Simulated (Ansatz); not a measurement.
# FGeH3Se: the cost of one run

Program: the Python package of Ansatz 0.2.0. Level of theory: MP2/6-31G*. These are calculated values, not measurements.

**1. The system**

Bond lengths: F1–Ge2 1.731 Å, Ge2–Se3 2.329 Å, Ge2–H4 1.574 Å, Ge2–H5 1.555 Å, Se3–H6 1.526 Å. Angles: F1–Ge2–Se3 108.3°, F1–Ge2–H4 110.7°, F1–Ge2–H5 111.9°, Se3–Ge2–H4 107.6°, Se3–Ge2–H5 109.6°, H4–Ge2–H5 108.6°, Ge2–Se3–H6 91.6°.

No structure file is read: the coordinates are typed or built in the script.

**2. The script**

File run_ip.py:

```python
"""Vertical ionisation energy of FGeH3Se."""

import ansatz as az
from ase import Atoms

BASIS = "6-31G*"
LEVEL = "MP2"


def single_point(molecule, charge=0, unpaired=0):
    calc = (
        molecule.calculation()
        .basis(gaussian=BASIS)
        .correlation(LEVEL)
    )
    if charge:
        calc = calc.charge(charge)
    if unpaired:
        calc = calc.spin("collinear", total=unpaired)
    report = calc.run().report
    if report["published_state_doubts"]:
        print("  doubts:", report["published_state_doubts"])
    return report["free_energy_ev"]


def main() -> None:
    atoms = Atoms(["F", "Ge", "Se", "H", "H", "H"], positions=[
        (-1.7674, -0.4807, 0.2227),
        (-0.3109, 0.1246, -0.4899),
        (1.175, 0.6589, 1.2214),
        (0.3705, -0.9767, -1.3845),
        (-0.5728, 1.3825, -1.3658),
        (1.1476, -0.7727, 1.7498),
    ])
    system = az.Crystal.molecule_from_ase(atoms)

    # delta-SCF style differences, no relaxation
    parent = single_point(system, 0, 0)
    cation = single_point(system, 1, 1)
    print(f"E(N)   = {parent:.5f} eV")
    print(f"E(N-1) = {cation:.5f} eV  (1 unpaired)")
    print(f"vertical ionisation energy {cation - parent:.3f} eV")


if __name__ == "__main__":
    main()
```

**3. The input behind the calls**

The engine receives this input (first run):

```yaml
crystal:
  periodic: [false, false, false]
  atoms:
    - { symbol: F, position_ang: [-1.7674, -0.4807, 0.2227] }
    - { symbol: Ge, position_ang: [-0.3109, 0.1246, -0.4899] }
    - { symbol: Se, position_ang: [1.175, 0.6589, 1.2214] }
    - { symbol: H, position_ang: [0.3705, -0.9767, -1.3845] }
    - { symbol: H, position_ang: [-0.5728, 1.3825, -1.3658] }
    - { symbol: H, position_ang: [1.1476, -0.7727, 1.7498] }
basis:
  gaussian:
    orbitals: "6-31G*"
correlation:
  method: mp2
```

**4. Running it**

The run is started by

```console
> python run_ip.py
```

**Question.** How long does this script take on 1 thread of Arm Neoverse N1, shared host, and how much memory does it need?

About 15 s, with a peak of 0.35 GiB.
